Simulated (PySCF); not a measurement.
# C₆H₇NO: excited states, first hyperpolarisability

Aim: compute the excited states, first hyperpolarisability of C₆H₇NO (`Nc1cccc(O)c1`).

Programs: PySCF 2.14.0, with routines of our own; each step states its level. All values are computed. Atoms count from 0.

## (1) The system as given

15 atoms, charge 0, multiplicity 1; geometry from: GFN2-xTB.

## (2) Relaxing the molecule at PBE0-D3(BJ)/def2-SVP

The job: settings as JSON, then the geometry in Å.

```
{"job": {"xc": "PBE0", "basis": "def2-SVP", "d3": "d3bj", "grid": 2, "kind": "geom"}, "charge": 0, "multiplicity": 1}
N      2.339732    -0.011639     0.853310
C      1.024494     0.066299     0.443946
C      0.223163     1.142488     0.831173
C     -1.067906     1.249399     0.357417
C     -1.589241     0.298527    -0.502864
C     -0.797693    -0.775796    -0.891476
O     -1.260387    -1.744832    -1.732860
C      0.500328    -0.892314    -0.418203
H      2.581649     0.509669     1.679923
H      2.774687    -0.917006     0.784227
H      0.623518     1.889244     1.500779
H     -1.682782     2.083384     0.662563
H     -2.602459     0.386437    -0.870993
H     -2.168371    -1.541158    -1.986785
H      1.096852    -1.734713    -0.732070
```

Run with:

```bash
$ OMP_NUM_THREADS=1 python excited_run.py task.json out
```

This one command runs all jobs of the session in turn.

The program printed:

```text
step   0  E = -362.16578467  max force = 0.010419
step   1  E = -362.16703180  max force = 0.001548
step   2  E = -362.16703870  max force = 0.001036
step   3  E = -362.16704587  max force = 0.000561
step   4  E = -362.16704765  max force = 0.000254
optimisation converged
```

Wall time 48 s (1 thread of Arm Neoverse V1, shared host); peak memory 0.72 GiB.

Relaxation path:

```csv
step,energy from step 0 (eV),largest force component (eV/Å)
0,0.0000,0.5358
1,-0.0339,0.0796
2,-0.0341,0.0533
3,-0.0343,0.0288
4,-0.0344,0.0131
```

Distances of close pairs at the start and the end, largest changes first:

```csv
bond,before (Å),after (Å),change (Å)
C7–H14,1.079,1.092,+0.013
C5–O6,1.364,1.351,-0.013
C3–H11,1.080,1.093,+0.013
C2–H10,1.080,1.093,+0.013
C4–H12,1.082,1.094,+0.012
C1–C2,1.397,1.408,+0.012
C1–C7,1.392,1.402,+0.010
C3–C4,1.384,1.393,+0.009
```

The end geometry stands in the next job.

```csv
at the end point,value
point group (found at 0.08 Å tolerance),C1
"rotational constants (GHz, main isotopes)","3.748, 1.833, 1.232"
dipole moment (D),1.11
```

## (3) Excited states: TDA wB97X-D/def2-TZVP

The job: settings as JSON, then the geometry in Å.

```
{"job": {"kind": "states", "xc": "wB97X-D", "basis": "def2-TZVP", "tda": true, "soc": true, "nstates": 6, "ntriplets": 5, "nquad": 4}, "charge": 0, "multiplicity": 1}
N      2.408339     0.155714     1.137856
C      1.100847     0.245724     0.709179
C      0.290641     1.329710     1.098038
C     -1.008752     1.429899     0.618553
C     -1.539849     0.475368    -0.246676
C     -0.736591    -0.603067    -0.633020
O     -1.180045    -1.570048    -1.466106
C      0.569973    -0.717843    -0.159265
H      2.644701     0.668879     1.976125
H      2.840604    -0.756789     1.087474
H      0.691274     2.090856     1.771798
H     -1.629113     2.275161     0.927498
H     -2.564767     0.562396    -0.618125
H     -2.088289    -1.371295    -1.715719
H      1.169072    -1.571085    -0.484770
```

Method: TDA wB97X-D/def2-TZVP excited states, vertical, gas phase, spin-orbit mean-field couplings.

The program printed:

```text
coarse grid: 13008 points
cycle   1  E = -362.7718731144  dE =  1.744e+00  |g| = 6.503e-01  |ddm| = 4.125e+00
cycle   2  E = -362.7910661739  dE = -1.919e-02  |g| = 6.464e-01  |ddm| = 1.617e+00
cycle   3  E = -362.8575950751  dE = -6.653e-02  |g| = 8.036e-02  |ddm| = 8.827e-01
cycle   4  E = -362.8587062224  dE = -1.111e-03  |g| = 3.366e-02  |ddm| = 1.394e-01
cycle   5  E = -362.8589638411  dE = -2.576e-04  |g| = 5.279e-03  |ddm| = 5.046e-02
cycle   6  E = -362.8589708284  dE = -6.987e-06  |g| = 2.163e-03  |ddm| = 1.869e-02
final grid: 127056 points
cycle   7  E = -362.8391553916  dE = -1.835e-04  |g| = 5.761e-03  |ddm| = 2.159e-01
cycle   8  E = -362.8391579118  dE = -2.520e-06  |g| = 4.878e-03  |ddm| = 1.842e-02
cycle   9  E = -362.8391625841  dE = -4.672e-06  |g| = 7.828e-04  |ddm| = 3.527e-03
cycle  10  E = -362.8391627306  dE = -1.465e-07  |g| = 3.623e-04  |ddm| = 1.676e-03
cycle  11  E = -362.8391627655  dE = -3.492e-08  |g| = 6.234e-05  |ddm| = 6.083e-04
cycle  12  E = -362.8391627675  dE = -2.034e-09  |g| = 3.546e-05  |ddm| = 3.156e-04
cycle  13  E = -362.8391627680  dE = -4.825e-10  |g| = 1.102e-05  |ddm| = 1.478e-04
converged SCF energy = -362.8391627680

Singlet excitations
state   eV       nm        f     d(h-e)  d(exc)  Lambda  PR(NTO)  |dmu|/D   mu/D   main configurations
  1   5.0536   245.3   0.03683   0.276   2.848   0.694   1.645    0.709    1.402   H->L 0.69, H-1->L+1 0.22
  2   5.8862   210.6   0.07015   0.228   2.901   0.775   1.833    0.605    0.835   H->L+1 0.56, H-1->L 0.33
  3   6.3259   196.0   0.00651   1.382   3.434   0.386   1.202    6.134    5.640   H->L+2 0.65, H->L+3 0.17
  4   6.6701   185.9   0.00652   2.060   3.669   0.339   1.187    8.247    8.896   H->L+3 0.56, H->L+2 0.15, H-1->L+2 0.12
  5   6.7079   184.8   0.40189   0.551   3.068   0.727   2.112                     H-1->L 0.43, H->L+1 0.30
  6   7.1242   174.0   0.73532   0.581   3.067   0.583   2.118                     H-1->L+1 0.46, H->L+4 0.15, H->L 0.12

Triplet excitations (Tamm-Dancoff)
state   eV     d(h-e)  d(exc)  Lambda  PR(NTO)   main configurations
  1   4.0034   0.200   2.670   0.741   1.257   H->L 0.44, H->L+1 0.33, H-1->L 0.17
  2   4.1705   0.133   2.693   0.732   1.025   H->L 0.52, H->L+1 0.21, H-1->L 0.20
  3   4.6379   0.250   2.769   0.781   1.892   H-1->L 0.55, H->L+1 0.40
  4   5.2252   0.483   2.723   0.662   1.054   H-1->L+1 0.91
  5   6.1196   1.552   3.340   0.367   1.081   H->L+2 0.60, H->L+3 0.21
S1 - T1 = 1.0502 eV

Spin-orbit couplings |<S|Hso|T>| (cm-1)
             T1       T2       T3       T4       T5
S0        0.544    0.383    0.528    0.597    9.347
S1        0.123    0.052    0.028    0.036    0.626
S2        0.238    0.163    0.092    0.182    1.507
S3        0.780    1.382    0.519    0.275    0.175
S4        1.674    4.633    1.920    1.561    0.827
S5        0.458    0.936    0.138    0.295    1.064
S6        1.644    0.690    0.487    0.644    0.990
T1 sublevels (cm-1): 0.000 0.000 0.000   radiative rates (1/s): 1.07 0.103 0.000821
```

Run time: 78 s. Hardware: 1 thread of Arm Neoverse V1, shared host; peak memory 1.1 GiB.

Key values:

```csv
quantity,value
S1 less T1,1.05 eV
```

Orbitals, density, ELF and potential are computed afterwards from the orbital file.

Frontier orbitals at wB97X-D/def2-TZVP, with the share of their density that lies nearest to each atom:

```csv
orbital,energy (eV),lies on
HOMO,-7.54,"C2, C4 about 21 % each; N0 19 %; C1 11 %"
LUMO,1.86,C3 25 %; C7 16 %; 4 C atoms about 9 % each
```

ELF in a plane through or near 15 of the atoms.

Values, 10 rows by 14 columns:
```
0.00 0.00 0.00 0.00 0.00 0.00 0.00 0.00 0.00 0.00 0.00 0.00 0.00 0.00
0.00 0.00 0.00 0.00 0.00 0.05 0.24 0.00 0.00 0.00 0.00 0.00 0.00 0.00
0.00 0.00 0.00 0.00 0.01 0.96 1.00 0.17 0.20 0.79 0.02 0.00 0.00 0.00
0.00 0.00 0.02 0.79 0.34 0.31 0.33 0.68 0.93 1.00 0.18 0.00 0.00 0.00
0.00 0.00 0.40 0.99 0.99 0.33 0.66 0.58 0.52 0.10 0.29 0.70 0.02 0.00
0.00 0.00 0.01 0.03 0.09 0.75 0.48 0.63 0.42 0.80 0.77 0.75 0.04 0.00
0.00 0.00 0.57 0.98 0.68 0.74 0.80 0.24 0.30 0.52 0.94 0.31 0.00 0.00
0.00 0.00 0.00 0.23 0.83 0.61 0.17 1.00 0.88 0.03 0.62 0.11 0.00 0.00
0.00 0.00 0.00 0.00 0.02 0.01 0.00 0.15 0.02 0.00 0.00 0.00 0.00 0.00
0.00 0.00 0.00 0.00 0.00 0.00 0.00 0.00 0.00 0.00 0.00 0.00 0.00 0.00
```
The map spans 11.5 Å across and 10.5 Å up, centred on the molecule. Atoms in the plane (x, y in Å): N0 (2.4, -0.6), C1 (1.1, -0.2), C2 (0.8, 1.2), C3 (-0.6, 1.6), C4 (-1.6, 0.6), C5 (-1.2, -0.7), O6 (-2.2, -1.7), C7 (0.1, -1.1), H8 (3.1, 0.1), H9 (2.6, -1.5), H10 (1.6, 2.0), H11 (-0.8, 2.7), H12 (-2.6, 1.0), H13 (-3.1, -1.3), H14 (0.3, -2.2).

log10 of the density (e/Å³) in the same plane.

Values, 10 rows by 14 columns:
```
-4.0 -4.0 -4.0 -4.0 -4.0 -4.0 -4.0 -4.0 -4.0 -4.0 -4.0 -4.0 -4.0 -4.0
-4.0 -4.0 -4.0 -4.0 -3.6 -2.7 -2.3 -2.9 -3.5 -3.6 -4.0 -4.0 -4.0 -4.0
-4.0 -4.0 -4.0 -3.5 -2.6 -1.2 -0.4 -1.4 -1.7 -1.8 -2.8 -3.8 -4.0 -4.0
-4.0 -4.0 -2.7 -1.6 -1.1 -0.5  0.4 -0.1  0.1 -0.3 -1.9 -3.0 -4.0 -4.0
-4.0 -3.7 -2.2 -0.6  0.2  0.8  0.0  0.0  0.3 -0.8 -1.1 -1.4 -2.7 -4.0
-4.0 -3.7 -2.3 -1.3 -0.7  0.3 -0.1 -0.1  1.5  0.4  0.5 -0.6 -2.2 -4.0
-4.0 -3.4 -1.7  0.1  0.6  0.2  0.1  1.0 -0.5 -0.3  0.1 -1.1 -2.7 -4.0
-4.0 -4.0 -2.6 -1.1 -0.2 -0.7 -1.2 -0.2 -1.1 -1.9 -1.7 -2.3 -3.7 -4.0
-4.0 -4.0 -4.0 -3.0 -2.6 -2.7 -2.8 -2.4 -2.7 -3.5 -4.0 -4.0 -4.0 -4.0
-4.0 -4.0 -4.0 -4.0 -4.0 -4.0 -4.0 -4.0 -4.0 -4.0 -4.0 -4.0 -4.0 -4.0
```
The map spans 11.5 Å across and 10.5 Å up, centred on the molecule. Atoms in the plane (x, y in Å): N0 (2.4, -0.6), C1 (1.1, -0.2), C2 (0.8, 1.2), C3 (-0.6, 1.6), C4 (-1.6, 0.6), C5 (-1.2, -0.7), O6 (-2.2, -1.7), C7 (0.1, -1.1), H8 (3.1, 0.1), H9 (2.6, -1.5), H10 (1.6, 2.0), H11 (-0.8, 2.7), H12 (-2.6, 1.0), H13 (-3.1, -1.3), H14 (0.3, -2.2).

On the surface of density 0.002 e/bohr³ the electrostatic potential runs, from the 1st to the 99th percentile, from -1.25 V near O6 to 2.43 V near H13.

## (4) Excited states: TDDFT CAM-B3LYP/aug-cc-pVDZ

The job, as its differences from that of step 3:

```diff
@@ -1,2 +1,2 @@
-{"job": {"kind": "states", "xc": "wB97X-D", "basis": "def2-TZVP", "tda": true, "soc": true, "nstates": 6, "ntriplets": 5, "nquad": 4}, "charge": 0, "multiplicity": 1}
+{"job": {"kind": "states", "xc": "CAM-B3LYP", "basis": "aug-cc-pVDZ", "tpa": true, "nstates": 8, "nquad": 6, "ntriplets": 0}, "charge": 0, "multiplicity": 1}
 N      2.408339     0.155714     1.137856
```

Level: TDDFT CAM-B3LYP/aug-cc-pVDZ excited states, vertical, gas phase, two-photon moments by quadratic response.

The program printed:

```text
coarse grid: 13008 points
cycle   1  E = -362.5892408232  dE =  1.720e+00  |g| = 6.179e-01  |ddm| = 3.415e+01
cycle   2  E = -362.5918459532  dE = -2.605e-03  |g| = 6.680e-01  |ddm| = 6.293e+00
cycle   3  E = -362.6718227291  dE = -7.998e-02  |g| = 8.538e-02  |ddm| = 1.673e+00
cycle   4  E = -362.6730776255  dE = -1.255e-03  |g| = 3.498e-02  |ddm| = 3.912e-01
cycle   5  E = -362.6733679618  dE = -2.903e-04  |g| = 5.765e-03  |ddm| = 2.548e-01
cycle   6  E = -362.6733747810  dE = -6.819e-06  |g| = 2.620e-03  |ddm| = 4.198e-02
final grid: 127056 points
cycle   7  E = -362.6947829662  dE = -2.160e-05  |g| = 4.283e-03  |ddm| = 3.542e-01
cycle   8  E = -362.6947818383  dE =  1.128e-06  |g| = 4.839e-03  |ddm| = 5.191e-02
cycle   9  E = -362.6947878496  dE = -6.011e-06  |g| = 5.015e-04  |ddm| = 2.156e-02
cycle  10  E = -362.6947879107  dE = -6.111e-08  |g| = 1.599e-04  |ddm| = 3.213e-03
cycle  11  E = -362.6947879183  dE = -7.563e-09  |g| = 4.326e-05  |ddm| = 1.224e-03
cycle  12  E = -362.6947879188  dE = -4.732e-10  |g| = 1.717e-05  |ddm| = 2.603e-04
converged SCF energy = -362.6947879188

Singlet excitations
state   eV       nm        f     d(h-e)  d(exc)  Lambda  PR(NTO)  |dmu|/D   mu/D   delta(TPA)   sigma/GM   main configurations
  1   4.8736   254.4   0.03042   0.525   3.521   0.422   1.415    2.607    2.218       13.94      0.121   H->L 0.31, H->L+4 0.27, H->L+3 0.20
  2   4.8945   253.3   0.01095   1.049   3.985   0.348   1.269    4.973    4.357       11.45      0.101   H->L 0.54, H->L+4 0.14, H->L+3 0.11
  3   5.2218   237.4   0.00184   2.172   4.764   0.217   1.175    9.014    9.563       76.82      0.767   H->L+1 0.76
  4   5.5193   224.6   0.07453   0.364   3.201   0.623   1.735    1.406    2.131      103.89      1.159   H->L+6 0.58, H-1->L+4 0.14, H-1->L+3 0.10
  5   5.5770   222.3   0.00573   0.879   4.841   0.206   1.213    4.139    3.287       24.55      0.280   H->L+2 0.79
  6   5.7664   215.0   0.00420   0.844   4.769   0.251   1.653    3.458    3.859       58.03      0.707   H-1->L 0.54, H->L+3 0.11, H-1->L+1 0.08
  7   5.9415   208.7   0.00322   0.384   4.958   0.404   1.610                                            H->L+3 0.40, H->L+4 0.27, H-1->L 0.17
  8   6.0614   204.5   0.07812   0.572   4.693   0.273   1.549                                            H-1->L+1 0.56, H->L+6 0.09, H-1->L+3 0.08
```

Run time: 71 s. Hardware: 1 thread of Arm Neoverse V1, shared host; peak memory 1.1 GiB.

## (5) First hyperpolarisability: quadratic response CAM-B3LYP/aug-cc-pVDZ

The job, as its differences from that of step 4:

```diff
@@ -1,2 +1,2 @@
-{"job": {"kind": "states", "xc": "CAM-B3LYP", "basis": "aug-cc-pVDZ", "tpa": true, "nstates": 8, "nquad": 6, "ntriplets": 0}, "charge": 0, "multiplicity": 1}
+{"job": {"kind": "beta", "xc": "CAM-B3LYP", "basis": "aug-cc-pVDZ"}, "charge": 0, "multiplicity": 1}
 N      2.408339     0.155714     1.137856
```

With the program's defaults for keys left out, this is: quadratic response CAM-B3LYP/aug-cc-pVDZ first hyperpolarisability, Taylor convention, gas phase.

The program printed:

```text
coarse grid: 13008 points
cycle   1  E = -362.5892408232  dE =  1.720e+00  |g| = 6.179e-01  |ddm| = 3.415e+01
cycle   2  E = -362.5918459532  dE = -2.605e-03  |g| = 6.680e-01  |ddm| = 6.293e+00
cycle   3  E = -362.6718227291  dE = -7.998e-02  |g| = 8.538e-02  |ddm| = 1.673e+00
cycle   4  E = -362.6730776255  dE = -1.255e-03  |g| = 3.498e-02  |ddm| = 3.912e-01
cycle   5  E = -362.6733679618  dE = -2.903e-04  |g| = 5.765e-03  |ddm| = 2.548e-01
cycle   6  E = -362.6733747810  dE = -6.819e-06  |g| = 2.620e-03  |ddm| = 4.198e-02
final grid: 127056 points
cycle   7  E = -362.6947829662  dE = -2.160e-05  |g| = 4.283e-03  |ddm| = 3.542e-01
cycle   8  E = -362.6947818383  dE =  1.128e-06  |g| = 4.839e-03  |ddm| = 5.191e-02
cycle   9  E = -362.6947878496  dE = -6.011e-06  |g| = 5.015e-04  |ddm| = 2.156e-02
cycle  10  E = -362.6947879107  dE = -6.111e-08  |g| = 1.599e-04  |ddm| = 3.213e-03
cycle  11  E = -362.6947879183  dE = -7.563e-09  |g| = 4.326e-05  |ddm| = 1.224e-03
cycle  12  E = -362.6947879188  dE = -4.732e-10  |g| = 1.717e-05  |ddm| = 2.603e-04
converged SCF energy = -362.6947879188

Lowest singlets (eV, f): 4.8736 0.0304  4.8945 0.0109  5.2218 0.0018

First hyperpolarisability (au)
process     nm      |vector|   parallel      HRS      DR
static         -      277.85     -49.04     143.21   3.009
shg       1907.0      294.19     -50.77     150.62   3.039
eope      1907.0      283.12     -49.61          -       -
shg       1064.0      336.91     -54.89     169.71   3.111
eope      1064.0      295.40     -50.89          -       -
```

Wall time 59 s (1 thread of Arm Neoverse V1, shared host); peak memory 1 GiB.

## (6) Excited states: TDA wB97X-D/def2-TZVP in dichloromethane

The job, as its differences from that of step 5:

```diff
@@ -1,2 +1,2 @@
-{"job": {"kind": "beta", "xc": "CAM-B3LYP", "basis": "aug-cc-pVDZ"}, "charge": 0, "multiplicity": 1}
+{"job": {"kind": "states", "xc": "wB97X-D", "basis": "def2-TZVP", "tda": true, "soc": true, "nstates": 6, "ntriplets": 5, "nquad": 4, "solvent": "dichloromethane"}, "charge": 0, "multiplicity": 1}
 N      2.408339     0.155714     1.137856
```

With the program's defaults for keys left out, this is: TDA wB97X-D/def2-TZVP excited states, vertical, IEF-PCM dichloromethane (non-equilibrium response), spin-orbit mean-field couplings.

The program printed:

```text
coarse grid: 13008 points
cycle   1  E = -362.7908060382  dE =  1.725e+00  |g| = 6.338e-01  |ddm| = 4.114e+00
cycle   2  E = -362.8097889821  dE = -1.898e-02  |g| = 6.245e-01  |ddm| = 1.473e+00
cycle   3  E = -362.8711953179  dE = -6.141e-02  |g| = 7.527e-02  |ddm| = 7.986e-01
cycle   4  E = -362.8722307657  dE = -1.035e-03  |g| = 3.128e-02  |ddm| = 1.638e-01
cycle   5  E = -362.8724604512  dE = -2.297e-04  |g| = 5.324e-03  |ddm| = 7.413e-02
cycle   6  E = -362.8724692482  dE = -8.797e-06  |g| = 2.013e-03  |ddm| = 3.490e-02
final grid: 127056 points
cycle   7  E = -362.8525609529  dE = -1.838e-04  |g| = 5.784e-03  |ddm| = 2.231e-01
cycle   8  E = -362.8525637715  dE = -2.819e-06  |g| = 4.783e-03  |ddm| = 1.826e-02
cycle   9  E = -362.8525679965  dE = -4.225e-06  |g| = 7.166e-04  |ddm| = 3.763e-03
cycle  10  E = -362.8525681205  dE = -1.241e-07  |g| = 3.218e-04  |ddm| = 2.225e-03
cycle  11  E = -362.8525681464  dE = -2.589e-08  |g| = 6.373e-05  |ddm| = 7.442e-04
cycle  12  E = -362.8525681485  dE = -2.079e-09  |g| = 3.847e-05  |ddm| = 5.097e-04
cycle  13  E = -362.8525681490  dE = -4.891e-10  |g| = 1.026e-05  |ddm| = 2.380e-04
converged SCF energy = -362.8525681490

Singlet excitations
state   eV       nm        f     d(h-e)  d(exc)  Lambda  PR(NTO)  |dmu|/D   mu/D   main configurations
  1   5.0031   247.8   0.06385   0.343   2.868   0.696   1.523    1.035    1.889   H->L 0.74, H-1->L+1 0.18
  2   5.8128   213.3   0.12664   0.377   2.871   0.786   1.727    1.294    1.923   H->L+1 0.62, H-1->L 0.29
  3   6.5128   190.4   0.55039   0.654   3.017   0.763   1.954    1.790    1.782   H-1->L 0.57, H->L+1 0.29
  4   6.7259   184.3   0.03334   1.286   3.384   0.379   1.148    6.337    5.817   H->L+2 0.73, H->L+3 0.10
  5   6.8840   180.1   1.04361   0.444   2.843   0.656   1.676                     H-1->L+1 0.67, H->L 0.14
  6   7.1946   172.3   0.00788   1.707   3.650   0.325   1.244                     H->L+3 0.60, H-1->L+2 0.12, H->L+2 0.10

Triplet excitations (Tamm-Dancoff)
state   eV     d(h-e)  d(exc)  Lambda  PR(NTO)   main configurations
  1   3.9928   0.264   2.712   0.736   1.144   H->L 0.55, H->L+1 0.30, H-1->L 0.11
  2   4.1567   0.128   2.684   0.745   1.059   H->L 0.41, H->L+1 0.29, H-1->L 0.23
  3   4.6406   0.293   2.770   0.787   1.828   H-1->L 0.58, H->L+1 0.38
  4   5.2637   0.485   2.729   0.669   1.045   H-1->L+1 0.93
  5   6.5540   1.343   3.276   0.380   1.153   H->L+2 0.67, H->L+3 0.13
S1 - T1 = 1.0104 eV

Spin-orbit couplings |<S|Hso|T>| (cm-1)
             T1       T2       T3       T4       T5
S0        0.312    0.312    0.360    0.284    8.182
S1        0.090    0.051    0.054    0.024    0.982
S2        0.168    0.041    0.089    0.119    0.742
S3        0.183    0.177    0.192    0.099    0.462
S4        0.941    1.383    0.328    0.419    0.050
S5        0.554    0.455    0.213    0.240    0.144
S6        1.222    4.331    1.362    0.962    0.751
T1 sublevels (cm-1): 0.000 0.000 0.000   radiative rates (1/s): 0.013 0.508 0.00225
```

Wall time 66 s (1 thread of Arm Neoverse V1, shared host); peak memory 1.2 GiB.

Key values:

```csv
quantity,value
S1 less T1,1.01 eV
```

## (7) Summary of results

```
                                                     quantity                                                value
                                                  point group                                                   C1
                         rotational constants (main isotopes)                                 3.75, 1.83, 1.23 GHz
                   S1 less T1 (step 3, TDA wB97X-D/def2-TZVP)                                              1.05 eV
                        surface potential, 1st and 99th percentile                                   -1.25 V and 2.43 V
  β vector (step 5, quadratic response CAM-B3LYP/aug-cc-pVDZ)  static 278, SHG 1907.0 nm 294, SHG 1064.0 nm 337 au
S1 less T1 (step 6, TDA wB97X-D/def2-TZVP in dichloromethane)                                              1.01 eV
```

In words: Over 4 steps the energy fell by 0.034 eV; of the close pairs, C7–H14 changed most, 1.079 to 1.092 Å. In step 3, the number of triplets below S1 is 3, and the largest singlet-triplet spin-orbit coupling is S0–T5, 9.35 cm⁻¹. β grows from 278 au (static) to 337 au for doubling at 1064.0 nm: normal dispersion, which grows as twice the photon energy moves toward the bright states. In step 6, the number of triplets below S1 is 3, and the largest singlet-triplet spin-orbit coupling is S0–T5, 8.18 cm⁻¹.
